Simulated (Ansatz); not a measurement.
**HfTi3O8: the band gap up the ladder of functionals**

The task here is to estimate one member of a computed series from the others.

Program: Ansatz 0.2.0. PAW datasets, plane waves. Simulation only: spin-unpolarised, and no claim that this is the phase found in nature.

### The system as given

The cell was relaxed beforehand with r2SCAN.

Space group Pmm2 (No. 25), orthorhombic; conventional cell a = 3.727 Å, b = 6.271 Å, c = 5.684 Å, 11.07 Å³ an atom. Near Ti stand 6 O at 1.79–2.25 Å; near Ti stand 6 O at 1.81–2.24 Å; near O stand 1 Ti at 1.79 Å and 1 Hf at 1.97 Å; near O stand 2 Ti at 1.81 Å; near O stand 4 Ti at 1.97–2.24 Å.

As a file:

```cif
data_structure
_symmetry_space_group_name_H-M 'P 1'
_symmetry_Int_Tables_number 1
_cell_length_a 3.7267
_cell_length_b 6.2714
_cell_length_c 5.6842
_cell_angle_alpha 90.000
_cell_angle_beta 90.000
_cell_angle_gamma 90.000
_cell_volume 132.85
loop_
_atom_site_label
_atom_site_type_symbol
_atom_site_fract_x
_atom_site_fract_y
_atom_site_fract_z
_atom_site_occupancy
Ti1 Ti 0.50000 0.00000 0.55881 1
Ti2 Ti 0.00000 0.75128 0.95262 1
O1 O 0.50000 0.77398 0.36617 1
O2 O 0.00000 0.00000 0.11369 1
O3 O 0.00000 0.00000 0.67049 1
O4 O 0.50000 0.74755 0.83907 1
Hf1 Hf 0.50000 0.50000 0.53499 1
Ti3 Ti 0.00000 0.24872 0.95262 1
O5 O 0.50000 0.22602 0.36617 1
O6 O 0.00000 0.50000 0.13149 1
O7 O 0.00000 0.50000 0.67481 1
O8 O 0.50000 0.25245 0.83907 1
```

The first run:

Input file input.yaml:

```yaml
crystal:
  lattice:
    - [3.7266817123, 0.0, 0.0]
    - [0.0, 6.2714141938, 0.0]
    - [0.0, 0.0, 5.684194467]
  atoms:
    - { symbol: Ti, position: [0.5, 0.0, 0.5588146624] }
    - { symbol: Ti, position: [0.0, 0.7512817154, -0.0473806131] }
    - { symbol: O, position: [0.5, 0.7739762209, 0.3661658587] }
    - { symbol: O, position: [0.0, 0.0, 0.1136878114] }
    - { symbol: O, position: [0.0, 0.0, 0.6704881342] }
    - { symbol: O, position: [0.5, 0.747552361, 0.8390738697] }
    - { symbol: Hf, position: [0.5, 0.5, 0.5349918077] }
    - { symbol: Ti, position: [0.0, 0.2487182846, -0.0473806131] }
    - { symbol: O, position: [0.5, 0.2260237791, 0.3661658587] }
    - { symbol: O, position: [0.0, 0.5, 0.1314860736] }
    - { symbol: O, position: [0.0, 0.5, 0.6748132802] }
    - { symbol: O, position: [0.5, 0.252447639, 0.8390738697] }
kpoints:
  mp_grid: { grid: [8, 4, 4] }
  band_path:
    path:
      - [[0.0, 0.0, 0.0], [0.5, 0.0, 0.0], [0.5, 0.5, 0.0], [0.0, 0.5, 0.0], [0.0, 0.0, 0.0], [0.0, 0.0, 0.5], [0.5, 0.0, 0.5], [0.5, 0.5, 0.5], [0.0, 0.5, 0.5], [0.0, 0.0, 0.5]]
      - [[0.5, 0.0, 0.0], [0.5, 0.0, 0.5]]
      - [[0.0, 0.5, 0.0], [0.0, 0.5, 0.5]]
      - [[0.5, 0.5, 0.0], [0.5, 0.5, 0.5]]
    npoints: 10
hamiltonian:
  xc: pbe
scf:
  occupations: { method: fermi_dirac, width: 0.02 }
  n_extra_bands: 7
output:
  forces: true
  stress: true
  eigenvalues: true
```

Steps of the session up to this table: Band structure with PBE; r2SCAN; HSE06 at the same geometry; Single point with PBE+SOC; Single point with PBE0.

One table of the session follows, with a row left open; its other results are not shown here.

| level | gap (eV) |
| --- | --- |
| PBE | 2.90 |
| r2SCAN | ? |
| HSE06 | 4.46 |
| PBE+SOC | 2.90 |
| PBE0 | 5.21 |

Q: Estimate the row for r2SCAN from the others.

**Answer.** gap (eV): 3.28. In the column «gap (eV)» it lies between PBE+SOC (2.90) and HSE06 (4.46).

Meshes: PBE 8×4×4, r2SCAN 8×4×4, HSE06 4×2×4, PBE+SOC 8×4×4, PBE0 4×2×4

The gap runs from 2.90 eV (PBE+SOC) to 5.21 eV (PBE0). PBE reaches 65 % of the HSE06 value, and r2SCAN 74 %. PBE0 lies 0.75 eV above HSE06, which differs from it by screening the long-range exchange.

Limits of these values: Warnings in the runs' records: stress scf threshold loose, stress exchange threshold loose.
